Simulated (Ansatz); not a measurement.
**GeH2Cl (quartet): the correlation ladder, cc-pVTZ**

An exercise on one series of results from a longer session: the logs are not shown, and one member is left open.

Computed with Ansatz 0.2.0, Gaussian basis. Level: cc-pVTZ, core rule «outside noble gas», up to 19 orbitals frozen.

To be run: UHF; CCSD(T) on ROHF; CCSD(T) on UHF; BCCD(T) on ROHF; CCSDT(Q) on ROHF; CCSDT(Q) on UHF; CASSCF and NEVPT2, 13 electrons in 10 orbitals.

9 further runs of the same task are left out: 4 for a known fault of the program, 5 set aside as unsound or not needed.

## The system

The geometry is a PBE0/def2-TZVP stationary point (not a proven minimum). No spin-orbit coupling is included. The filled d shell of Ge may be among the frozen orbitals whatever the setting's name suggests; the logs give the count.

4 atoms, charge 0, spin multiplicity 4.

Atoms are counted from 1 here; the program's logs count them from 0.

Bond lengths: Ge1–Cl2 2.208 Å, H3–H4 0.807 Å.

The first run:

Contents of in.yaml:

```yaml
crystal:
  periodic: [false, false, false]
  atoms:
    - {symbol: Ge, position_ang: [-0.000021, 0.000203, -0.411070]}
    - {symbol: Cl, position_ang: [-0.000013, 0.000140, -2.619191]}
    - {symbol: H, position_ang: [0.000017, 0.403546, 1.515482]}
    - {symbol: H, position_ang: [0.000017, -0.403889, 1.514779]}
basis:
  gaussian: {orbitals: cc-pVTZ}
magnetization: {spin_polarized: true, initial_magnetization: 3}
hamiltonian: {xc: hf}
output: {orbitals: {seedname: orbitals}}
```

Run with:

```bash
> ansatz run in.yaml --threads 1 --pin off --events-out ev --progress --plain --max-ram 2816MiB --backend cpu
```

Steps of the session up to this table: UHF; CCSD(T) on ROHF; CCSD(T) on UHF; BCCD(T) on ROHF; CCSDT(Q) on ROHF; CCSDT(Q) on UHF; CASSCF and NEVPT2, 13 electrons in 10 orbitals.

One table of the session follows, with a row left open; its other results are not shown here.

```
        method  from RCCSDT(Q) (meV)
          ROHF               +8806.2
           UHF               +8679.8
          RMP2               +1262.9
          UMP2               +1244.9
         RCCSD                +385.2
         UCCSD                +359.1
      RCCSD(T)                 +46.4
      UCCSD(T)                 +27.0
       BCCD(T)                 +46.2
        RCCSDT                 +16.4
        UCCSDT                  -4.3
     RCCSDT(Q)                     0
     UCCSDT(Q)                 -21.4
CASSCF valence                     ?
NEVPT2 valence               +1814.8
```

**Question.** Estimate the row for CASSCF valence.

**Answer.** from RCCSDT(Q) (meV): +7790.0. In the column «from RCCSDT(Q) (meV)» it lies between NEVPT2 valence (+1814.8) and UHF (+8679.8).

With the free atoms at the same levels and basis (separate runs), the atomisation energy is 5.405 eV at RCCSDT(Q), 5.394 eV at RCCSD(T), 5.402 eV at UCCSD(T), 3.771 eV at ROHF.

Caveats from the session: Restricted and unrestricted rows rest on different reference determinants; where their highest levels disagree by more than a few hundredths of an eV, they describe different states and don't form one ladder.
